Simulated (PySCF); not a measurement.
# One shape, several levels: SiF3 (SMILES F[Si](F)F)

We compute a comparison of 6 runs (UHF/3-21G, U-revPBE/aug-cc-pVDZ, U-wB97M-V/aug-cc-pVDZ, UBLYP/aug-cc-pVDZ, UCAM-B3LYP/aug-cc-pVDZ, UTPSS/aug-cc-pVDZ) of SiF3. The job is set up through a Python script.

Program for the calculation: PySCF 2.14.0.

1 further run of the same task is left out (set aside as unsound or not needed).

**1. Starting point**

The species is SiF3 (4 atoms), meant as a doublet with charge 0. As SMILES, `F[Si](F)F`. Geometry: relaxed at GFN2-xTB.

Bond lengths: F1–Si2 1.590 Å, Si2–F3 1.590 Å, Si2–F4 1.590 Å. Angles: F1–Si2–F3 104.5°, F1–Si2–F4 104.3°, F3–Si2–F4 104.5°.

**2. A single-point energy at UHF/3-21G (run 1)**

Input file run.py:

```python
from pyscf import gto

mol = gto.M(
    atom='''
F        0.787890      -0.508980       1.119030
Si      -0.325240       0.244050       0.268860
F       -0.962750      -0.889100      -0.646850
F        0.500100       1.154030      -0.741040
''',
    basis='3-21g',
    max_memory=1860,
    verbose=3,
    spin=1,
)

myscf = mol.UHF()
myscf.conv_tol = 1e-10
myscf.kernel()
if not myscf.converged:
    myscf = myscf.newton().run(myscf.mo_coeff, myscf.mo_occ)

energy = myscf.e_tot
print('E = %.10f Eh' % energy)
```

Run with:

```sh
$ OMP_NUM_THREADS=1 python run.py
```

Log:

```text
converged SCF energy = -584.240935051821  <S^2> = 0.7527532  2S+1 = 2.0027513
E = -584.2409350518 Eh
```

It took 0.93 s on 1 thread of Arm Neoverse V1, shared host; peak memory 0.12 GiB.

**3. The energy at U-revPBE/aug-cc-pVDZ (run 2)**

Input file input.py:

```python
# F[Si](F)F
from pyscf import gto, dft

molecule = gto.M(
    atom='F 0.787890 -0.508980 1.119030; Si -0.325240 0.244050 0.268860; F -0.962750 -0.889100 -0.646850; F 0.500100 1.154030 -0.741040',
    spin=1,
    basis='aug-cc-pvdz',
    verbose=3,
    max_memory=1860,
)

ks = dft.UKS(molecule)
ks.xc = 'revpbe'
ks.grids.level = 5
ks.conv_tol = 1e-10
ks.kernel()
if not ks.converged:
    ks = ks.newton().run(ks.mo_coeff, ks.mo_occ)

e_tot = ks.e_tot
print('E(%s) = %.9f' % ('REVPBE', e_tot))
```

Run with:

```sh
$ OMP_NUM_THREADS=1 python input.py
```

Log:

```text
converged SCF energy = -589.008389543122  <S^2> = 0.75137319  2S+1 = 2.0013727
E(REVPBE) = -589.008389543
```

It took 23 s on 1 thread of Arm Neoverse V1, shared host; peak memory 0.49 GiB.

Runs 3 to 5 aren't shown in full; the table further down has their settings and results.

**4. The energy at UTPSS/aug-cc-pVDZ (run 6)**

Input file job.py:

```python
from pyscf import gto, dft

mol = gto.Mole()
mol.atom = '''
F      1.488896    -0.961833     2.114660
Si    -0.614615     0.461188     0.508072
F     -1.819334    -1.680155    -1.222369
F      0.945052     2.180801    -1.400363
'''
mol.max_memory = 1860
mol.unit = 'bohr'
mol.spin = 1
mol.basis = 'aug-cc-pvdz'
mol.verbose = 3
mol.build()

mf = dft.UKS(mol)
mf.xc = 'tpss'
mf.conv_tol = 1e-10
mf.grids.level = 5
mf.kernel()
if not mf.converged:
    mf = mf.newton().run(mf.mo_coeff, mf.mo_occ)

e_tot = mf.e_tot
print('E = %.10f Eh' % e_tot)
```

Run with:

```sh
$ OMP_NUM_THREADS=1 python job.py
```

Log:

```text
WARN: HOMO -0.209714072746155 >= LUMO -0.209714072746156

converged SCF energy = -589.214598847921  <S^2> = 0.75124189  2S+1 = 2.0012415
E = -589.2145988479 Eh
```

Wall time 55 s (1 thread of Arm Neoverse V1, shared host); peak memory 0.54 GiB.

**5. Overview of the runs**

| run | level | integration grid | nlc grid | energy (Eh) | dipole moment (D) | HOMO energy (eV) | LUMO energy (eV) | wall time |
| --- | --- | --- | --- | --- | --- | --- | --- | --- |
| 1 | UHF/3-21G | – | – | -584.240935 | 3.14 | -11.71 | -0.36 | 0.93 s |
| 2 | U-revPBE/aug-cc-pVDZ | 5 | – | -589.008390 | 1.58 | -7.00 | -4.81 | 23 s |
| 3 | U-wB97M-V/aug-cc-pVDZ | 5 | 1 | -589.095430 | 1.83 | -10.27 | -2.47 | 92 s |
| 4 | UBLYP/aug-cc-pVDZ | 5 | – | -589.154635 | 1.64 | -6.86 | -5.10 | 23 s |
| 5 | UCAM-B3LYP/aug-cc-pVDZ | 5 | – | -589.119644 | 1.85 | -9.80 | -3.27 | 35 s |
| 6 | UTPSS/aug-cc-pVDZ | 5 | – | -589.214599 | 1.59 | -7.17 | -5.04 | 55 s |

**6. What came out**

| quantity | value |
| --- | --- |
| run 6: total energy | -589.21460 Eh |
| run 6: dipole moment | 1.59 D |
| run 6: HOMO energy (highest over α and β) | -7.17 eV |
| run 6: LUMO energy (lowest over α and β) | -5.04 eV |
| run 6: ⟨S²⟩ | 0.751 |

In words: The dipole moment (its size) runs from 1.58 D (U-revPBE/aug-cc-pVDZ) to 3.14 D (UHF/3-21G). The two ends differ in method and basis. Totals of different functionals can't be ranked against each other. All runs together took 3.8 min, the longest 92 s.
